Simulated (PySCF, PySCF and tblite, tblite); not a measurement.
# C₃H₁₀B₂N₂: a path driven as rotation about a bond, and NMR exchange

How fast is rotation about a bond in C₃H₁₀B₂N₂ (`BNBN(C)C=C`), and when do the exchanging lines merge?

Programs: PySCF 2.14.0 with density-fitted response routines of our own, and tblite 0.8.0. All values are computed, except where a source is named. Atoms count from 0 throughout.

### 1 The starting structure

17 atoms, charge 0, multiplicity 1; geometry from: force field or distance geometry start.

Bonds of the start (Å): B0–H7 1.18, B0–H8 1.18, B0–N1 1.53, B2–H10 1.18, B2–N3 1.55, C4–H11 1.11, C4–H12 1.11, C4–H13 1.12, C5–C6 1.33, C5–H14 1.08, C6–H15 1.08, C6–H16 1.09, N1–B2 1.52, N1–H9 1.05, N3–C4 1.45, N3–C5 1.45.

### 2 GFN2-xTB relaxation, start minimum

What the job is given:

```
{"job": {"xc": "GFN2-xTB", "basis": "xTB", "kind": "relax"}, "charge": 0, "multiplicity": 1}
B      2.758800     0.411400     0.398400
N      2.083900    -0.322400    -0.764800
B      0.826700    -0.983900    -0.219300
N     -0.520100    -0.218100    -0.239700
C     -0.626400     1.075300    -0.891200
C     -1.627000    -0.809000     0.490300
C     -2.740000    -0.135900     0.772800
H      3.123700    -0.167500     1.363400
H      3.016400     1.557100     0.286400
H      2.734800    -1.096500    -1.030100
H      0.901700    -2.002800     0.369400
H     -0.594900     1.885300    -0.139900
H     -1.581100     1.139700    -1.459000
H      0.202700     1.231100    -1.630000
H     -1.547300    -1.820800     0.852000
H     -2.888400     0.892700     0.496600
H     -3.530400    -0.623800     1.334700
```

The run is started by

```sh
> OMP_NUM_THREADS=1 python ens_run.py task.json out
```

The driver reads the study from task.json and runs its stages one after another.

Log:

```text
step      E/eV     max force
  0    -539.41523    3.706
  1    -539.76559    1.251
  2    -539.89676    1.132
  3    -539.97503    0.911
  4    -540.05073    0.539
  5    -540.07981    0.600
  6    -540.14508    0.555
  7    -540.17377    0.356
  8    -540.18927    0.350
  9    -540.20587    0.426
 10    -540.23359    0.571
 11    -540.28162    0.790
 12    -540.35475    1.058
 13    -540.46276    1.203
 14    -540.61485    1.150
 15    -540.73375    1.080
 16    -540.85383    1.147
 17    -540.95683    1.687
 18    -541.03228    0.648
 19    -541.07062    0.354
 20    -541.08753    0.304
 21    -541.11807    0.318
 22    -541.13233    0.346
 23    -541.14777    0.306
 24    -541.15570    0.248
 25    -541.16659    0.257
 26    -541.18141    0.366
 27    -541.19791    0.416
 28    -541.21058    0.276
 29    -541.21935    0.227
 30    -541.22709    0.251
 31    -541.23653    0.291
 32    -541.24462    0.244
 33    -541.25109    0.210
 34    -541.25820    0.278
 35    -541.26689    0.315
 36    -541.27560    0.280
 37    -541.28242    0.253
 38    -541.28725    0.207
 39    -541.29143    0.192
 40    -541.29679    0.212
 41    -541.30201    0.186
 42    -541.30670    0.185
 43    -541.31199    0.227
 44    -541.31862    0.272
 45    -541.32500    0.245
 46    -541.32955    0.145
 47    -541.33226    0.139
 48    -541.33450    0.154
 49    -541.33733    0.172
 50    -541.34119    0.117
 51    -541.34273    0.078
 52    -541.34355    0.074
 53    -541.34415    0.066
 54    -541.34473    0.058
 55    -541.34515    0.058
 56    -541.34546    0.055
 57    -541.34581    0.053
 58    -541.34632    0.062
 59    -541.34698    0.076
 60    -541.34766    0.072
 61    -541.34827    0.057
 62    -541.34879    0.050
 63    -541.34926    0.047
 64    -541.34966    0.048
 65    -541.34997    0.043
 66    -541.35025    0.042
 67    -541.35052    0.038
 68    -541.35078    0.039
 69    -541.35101    0.038
 70    -541.35124    0.041
 71    -541.35152    0.044
 72    -541.35190    0.049
 73    -541.35236    0.048
 74    -541.35287    0.051
 75    -541.35341    0.053
 76    -541.35392    0.046
 77    -541.35440    0.045
 78    -541.35483    0.052
 79    -541.35517    0.050
 80    -541.35539    0.035
 81    -541.35553    0.025
 82    -541.35567    0.028
 83    -541.35582    0.033
 84    -541.35601    0.037
 85    -541.35620    0.037
 86    -541.35638    0.035
 87    -541.35655    0.026
 88    -541.35674    0.033
 89    -541.35694    0.036
 90    -541.35712    0.031
 91    -541.35724    0.022
 92    -541.35732    0.020
 93    -541.35738    0.020
 94    -541.35743    0.018
 95    -541.35747    0.011
 96    -541.35749    0.009
 97    -541.35751    0.010
 98    -541.35752    0.010
 99    -541.35753    0.008
100    -541.35754    0.006
101    -541.35755    0.006
102    -541.35756    0.007
103    -541.35756    0.008
104    -541.35758    0.006
105    -541.35759    0.007
106    -541.35759    0.008
107    -541.35760    0.007
108    -541.35761    0.005
109    -541.35761    0.005
110    -541.35762    0.004
111    -541.35762    0.005
112    -541.35762    0.005
113    -541.35763    0.004
114    -541.35763    0.004
115    -541.35763    0.004
116    -541.35764    0.004
117    -541.35764    0.004
118    -541.35764    0.006
119    -541.35765    0.007
120    -541.35765    0.005
121    -541.35766    0.003
122    -541.35766    0.003
```

Wall time 0.57 s (1 thread of Intel Xeon Platinum 8488C, shared host).

The energy fell by 1.942 eV, and the atoms moved 0.65 Å (root mean square).

### 3 Relaxed scan, rotation

What the job is given:

```
{"job": {"xc": "GFN2-xTB", "basis": "xTB", "coordinate": [["t", [6, 5, 3, 2], 0.25], ["t", [6, 5, 3, 4], 0.25], ["t", [14, 5, 3, 2], 0.25], ["t", [14, 5, 3, 4], 0.25]], "kind": "drive"}, "charge": 0, "multiplicity": 1}
B      2.738026     0.542090     0.040986
N      2.055707    -0.644560    -0.231516
B      0.716078    -1.098763     0.045672
N     -0.425479    -0.280695    -0.021006
C     -0.423075     1.074038    -0.533155
C     -1.658732    -0.759824     0.399010
C     -2.799433    -0.083702     0.478053
H      3.871323     0.626005    -0.257662
H      2.203901     1.425578     0.593948
H      2.642189    -1.397426    -0.565010
H      0.569132    -2.235590     0.311800
H     -0.579662     1.799342     0.269032
H     -1.222159     1.188932    -1.270108
H      0.531613     1.276286    -1.009495
H     -1.633358    -1.799418     0.693671
H     -2.902260     0.955018     0.223241
H     -3.690808    -0.575280     0.822629
```

Log:

```text
point  coordinate     E/eV
  0     99.700     -541.33236
  1    114.500     -541.26953
  2    129.400     -541.18649
  3    144.600     -541.12084
  4    159.800     -541.07285
  5    175.200     -541.05487
  6    190.500     -541.07839
  7    205.700     -541.13191
  8    220.600     -541.18684
  9    235.300     -541.21877
 10    250.200     -541.22491
 11    265.300     -541.23567
```

It took 2.4 s on 1 thread of Intel Xeon Platinum 8488C, shared host.

The highest point is number 5, 6.4 kcal/mol above the first.

### 4 Nudged elastic band, leg 1

Changed since step 3:

```diff
@@ -1,2 +1,2 @@
-{"job": {"xc": "GFN2-xTB", "basis": "xTB", "coordinate": [["t", [6, 5, 3, 2], 0.25], ["t", [6, 5, 3, 4], 0.25], ["t", [14, 5, 3, 2], 0.25], ["t", [14, 5, 3, 4], 0.25]], "kind": "drive"}, "charge": 0, "multiplicity": 1}
+{"job": {"xc": "GFN2-xTB", "basis": "xTB", "kind": "neb"}, "charge": 0, "multiplicity": 1}
 B      2.738026     0.542090     0.040986
```

Log:

```text
image   E - E0 / eV
  0       0.0000
  1       0.1057
  2       0.2389
  3       0.2953
  4       0.1646
  5       0.1314
  6       0.0898
```

Wall time 1.1 s (1 thread of Intel Xeon Platinum 8488C, shared host); peak memory 0.2 GiB.

The highest point is number 3, 6.8 kcal/mol above the first.

### 5 Saddle search, leg 1

What the job is given:

```
{"job": {"xc": "GFN2-xTB", "basis": "xTB", "kind": "saddle"}, "charge": 0, "multiplicity": 1}
B      2.783621     0.352441    -0.150024
N      1.904934    -0.680417    -0.464830
B      0.553086    -0.995283    -0.054151
N     -0.429862    -0.039959     0.177585
C     -0.314142     1.390166    -0.025215
C     -1.698913    -0.392373     0.704045
C     -2.723432    -0.759226    -0.040981
H      3.865160     0.340965    -0.611715
H      2.465894     1.205698     0.587911
H      2.311300    -1.434106    -1.002028
H      0.252346    -2.127612     0.061565
H     -0.223959     1.920151     0.927905
H     -1.203983     1.760809    -0.542855
H      0.564323     1.598386    -0.628932
H     -1.791080    -0.304595     1.783443
H     -2.633016    -0.845185    -1.110433
H     -3.682277    -0.989862     0.388708
```

Log:

```text
step      E/eV     max force
  0    -541.06239   0.0447
  1    -541.05769   0.0785
  2    -541.05414   0.1622
  3    -541.05649   0.0289
  4    -541.05528   0.0482
  5    -541.05520   0.0280
  6    -541.05522   0.0010
lowest wavenumbers (cm-1): -131.0 80.3 144.4 161.4 207.7 247.0
```

It took 3.1 s on 1 thread of Intel Xeon Platinum 8488C, shared host; peak memory 0.2 GiB.

Point group C1; 1 imaginary mode, 131i cm⁻¹, carried by C6, H15, H14, C5. Steps downhill from it reached both ends.

### 6 Saddle search, other pyramid

What the job is given:

```
{"job": {"xc": "GFN2-xTB", "basis": "xTB", "kind": "saddle"}, "charge": 0, "multiplicity": 1}
B      1.899911     1.228554    -1.701854
N      1.062993     1.749244    -0.718735
B     -0.163911     1.278689    -0.111461
N     -0.422852    -0.052236     0.196931
C      0.483922    -1.172413     0.045363
C     -1.688038    -0.439735     0.711801
C     -2.738037    -0.687829    -0.047636
H      2.832459     1.856034    -2.047787
H      1.661769     0.197679    -2.205925
H      1.269516     2.700203    -0.445365
H     -0.984048     2.072332     0.179446
H      0.203835    -1.793490    -0.811512
H      0.456669    -1.795185     0.943894
H      1.493760    -0.801395    -0.106373
H     -1.750238    -0.506302     1.794421
H     -2.680782    -0.627000    -1.121676
H     -3.687186    -0.967438     0.373926
```

Log:

```text
step      E/eV     max force
  0    -541.07093   0.1074
  1    -541.06507   0.1511
  2    -541.05829   0.1861
  3    -541.05662   0.1771
  4    -541.05822   0.0620
  5    -541.05801   0.0155
  6    -541.05814   0.0024
lowest wavenumbers (cm-1): -146.6 78.9 143.0 157.2 225.0 261.0
```

Run time: 2.4 s. Hardware: 1 thread of Intel Xeon Platinum 8488C, shared host; peak memory 0.2 GiB.

Point group C1; 1 imaginary mode, 147i cm⁻¹, carried by C6, H14, H15, C5. Steps downhill from it reached both ends.

### 7 Shieldings, start: PBE0/pcSseg-1

What the job is given:

```
{"job": {"kind": "nmr", "xc": "PBE0", "basis": "pcSseg-1", "pop": false}, "charge": 0, "multiplicity": 1}
B      2.738026     0.542090     0.040986
N      2.055707    -0.644560    -0.231516
B      0.716078    -1.098763     0.045672
N     -0.425479    -0.280695    -0.021006
C     -0.423075     1.074038    -0.533155
C     -1.658732    -0.759824     0.399010
C     -2.799433    -0.083702     0.478053
H      3.871323     0.626005    -0.257662
H      2.203901     1.425578     0.593948
H      2.642189    -1.397426    -0.565010
H      0.569132    -2.235590     0.311800
H     -0.579662     1.799342     0.269032
H     -1.222159     1.188932    -1.270108
H      0.531613     1.276286    -1.009495
H     -1.633358    -1.799418     0.693671
H     -2.902260     0.955018     0.223241
H     -3.690808    -0.575280     0.822629
```

Log:

```text
coarse grid: 13760 points
cycle   1  E = -279.1460648039  dE =  7.611e-01  |g| = 4.261e-01  |ddm| = 3.476e+00
cycle   2  E = -279.1365103570  dE =  9.554e-03  |g| = 4.930e-01  |ddm| = 7.020e-01
cycle   3  E = -279.1916680974  dE = -5.516e-02  |g| = 8.812e-02  |ddm| = 3.760e-01
cycle   4  E = -279.1933242221  dE = -1.656e-03  |g| = 3.182e-02  |ddm| = 8.991e-02
cycle   5  E = -279.1935399192  dE = -2.157e-04  |g| = 1.251e-02  |ddm| = 3.148e-02
cycle   6  E = -279.1935732578  dE = -3.334e-05  |g| = 2.635e-03  |ddm| = 9.125e-03
cycle   7  E = -279.1935746077  dE = -1.350e-06  |g| = 7.732e-04  |ddm| = 2.262e-03
final grid: 131744 points
cycle   8  E = -279.2293134355  dE = -5.115e-05  |g| = 8.964e-03  |ddm| = 3.514e-02
cycle   9  E = -279.2293056701  dE =  7.765e-06  |g| = 1.095e-02  |ddm| = 1.517e-02
cycle  10  E = -279.2293329345  dE = -2.726e-05  |g| = 1.272e-03  |ddm| = 7.917e-03
cycle  11  E = -279.2293332763  dE = -3.418e-07  |g| = 3.269e-04  |ddm| = 9.412e-04
cycle  12  E = -279.2293332976  dE = -2.130e-08  |g| = 1.186e-04  |ddm| = 3.271e-04
cycle  13  E = -279.2293333010  dE = -3.396e-09  |g| = 4.204e-05  |ddm| = 1.378e-04
cycle  14  E = -279.2293333015  dE = -4.273e-10  |g| = 1.002e-05  |ddm| = 3.700e-05
converged SCF energy = -279.2293333015

GIAO shielding tensors (ppm)
atom      isotropic    diamagn.    paramagn.     s11        s22        s33       span
  0 B       57.163     197.054    -139.892     20.092     27.071    124.325    104.233
  1 N      102.740     320.587    -217.847    -46.527    125.116    229.633    276.160
  2 B       69.534     198.244    -128.710     45.293     62.818    100.490     55.197
  3 N      114.908     327.189    -212.281     14.209    109.748    220.765    206.556
  4 C      152.093     249.604     -97.511    130.827    151.289    174.164     43.336
  5 C       35.859     250.178    -214.319    -73.426     55.587    125.414    198.840
  6 C       92.062     255.457    -163.395      3.362     98.906    173.918    170.556
  7 H       26.475      29.457      -2.982     24.835     27.030     27.560      2.725
  8 H       26.344      32.597      -6.253     23.127     25.972     29.933      6.805
  9 H       25.603      29.284      -3.681     21.281     25.966     29.562      8.280
 10 H       26.986      32.690      -5.705     24.370     27.648     28.938      4.568
 11 H       28.910      32.271      -3.361     25.533     26.041     35.157      9.624
 12 H       28.984      31.827      -2.843     25.213     27.185     34.553      9.340
 13 H       27.927      33.338      -5.411     23.114     29.258     31.410      8.296
 14 H       24.735      30.982      -6.247     21.733     24.213     28.258      6.525
 15 H       27.319      32.523      -5.204     24.936     25.110     31.912      6.976
 16 H       27.258      28.239      -0.981     25.492     26.002     30.279      4.787
```

Wall time 17 s (1 thread of Intel Xeon Platinum 8488C, shared host); peak memory 0.77 GiB.

This run: HOMO -6.53 eV, LUMO -0.66 eV; dipole 0.81 D.

(Part 1 of 2 ends here.)
